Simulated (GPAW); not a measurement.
ZnGaP: relaxation of cell and atoms with PBE

ZnGaP:

```xyz
3
Lattice="4.0159 0.0000 0.0000 -2.0080 3.4779 0.0000 0.0000 0.0000 4.4042" Properties=species:S:1:pos:R:3 pbc="T T T"
Zn    0.0000    0.0000    2.2021
Ga    2.0080    1.1593    0.0000
P     0.0000    2.3186    2.2021
```

The cell was built by a generator and needn't be a form met in nature.

| Quantity | Value |
| --- | --- |
| Program | GPAW 26.7.0 |
| Task | relaxation of cell and atoms |
| Functional | PBE |
| Potentials or basis | GPAW PAW data sets (gpaw-data 1.2.1) |
| Cutoff | 600 eV |
| Basis | pw |
| k mesh | 8 × 8 × 6 |
| Occupations | fermi-dirac, width 0.05 eV |
| Spin | no spin polarisation |
| Target pressure | 5 GPa |
| Maxiter | 150 |
| Optimizer | BFGS |
| Fmax | 0.02 eV/Å |
| Max steps | 60 |
| Target pressure | 5 GPa |
| Convergence | density=1e-05 forces=0.0001 |

* Relaxed volume: 18.38 Å³/atom
* Relaxed cell: a = 3.955 Å, b = 3.955 Å, c = 4.070 Å, α = 90.00°, β = 90.00°, γ = 120.00°
* Space group after relaxing (to 0.05 Å): P-6m2 (No. 187)
* Energy change on relaxing (the enthalpy is what falls): +28.2 meV/atom
* Ionic steps: 8
* Pressure after relaxing: 4.9 GPa
* Band gap on the k mesh: none (metal or under the smearing width)

Step by step:
| step | energy change (eV) | largest force (eV/Å) | pressure (GPa) | volume (Å³) |
| --- | --- | --- | --- | --- |
| 1 | 0.0000 | 0.0000 | -0.11 | 61.51 |
| 2 | 0.0007 | 0.0000 | 0.38 | 60.94 |
| 3 | 0.0789 | 0.0000 | 5.43 | 56.19 |
| 4 | 0.0711 | 0.0000 | 5.12 | 56.36 |
| 5 | 0.0510 | 0.0000 | 4.18 | 56.59 |
| 6 | 0.0581 | 0.0000 | 4.16 | 56.08 |
| 7 | 0.0768 | 0.0000 | 4.67 | 55.39 |
| 8 | 0.0847 | 0.0000 | 4.95 | 55.13 |

Final structure:
```cif
data_structure
_symmetry_space_group_name_H-M 'P 1'
_symmetry_Int_Tables_number 1
_cell_length_a 3.9549
_cell_length_b 3.9549
_cell_length_c 4.0703
_cell_angle_alpha 90.000
_cell_angle_beta 90.000
_cell_angle_gamma 120.000
_cell_volume 55.13
loop_
_atom_site_label
_atom_site_type_symbol
_atom_site_fract_x
_atom_site_fract_y
_atom_site_fract_z
_atom_site_occupancy
Zn1 Zn 0.00000 0.00000 0.50000 1
Ga1 Ga 0.66667 0.33333 0.00000 1
P1 P 0.33333 0.66667 0.50000 1
```

Levels at points of the mesh, in eV from the Fermi level:
| k point | band 6 | band 7 | band 8 | band 9 | band 10 | band 11 | band 12 | band 13 | band 14 | band 15 |
| --- | --- | --- | --- | --- | --- | --- | --- | --- | --- | --- |
| (0.00, 0.00, 0.00) | -7.47 | -3.47 | -2.91 | -0.90 | -0.90 | 2.06 | 2.06 | 2.17 | 5.44 | 6.12 |
| (0.00, 0.00, 0.50) | -7.50 | -7.27 | -0.61 | -0.61 | 1.04 | 1.97 | 4.09 | 4.09 | 4.24 | 4.24 |
| (0.50, 0.50, 0.00) | -7.49 | -7.01 | -3.12 | -2.32 | -0.73 | 1.84 | 1.90 | 2.84 | 5.30 | 6.66 |
| (0.50, 0.50, 0.50) | -7.32 | -5.93 | -4.71 | -3.75 | -2.39 | 0.92 | 1.96 | 2.41 | 7.67 | 8.99 |

Wall time 3.1 min on 1 thread of Arm Neoverse V2, on a shared host, peak memory 0.33 GiB.

Caveat: the data sets keep Ga 3d, Li 1s and Be 1s frozen, and some such compounds lay over 1.5 % in volume off other programs; later steps reuse the first step's grids.
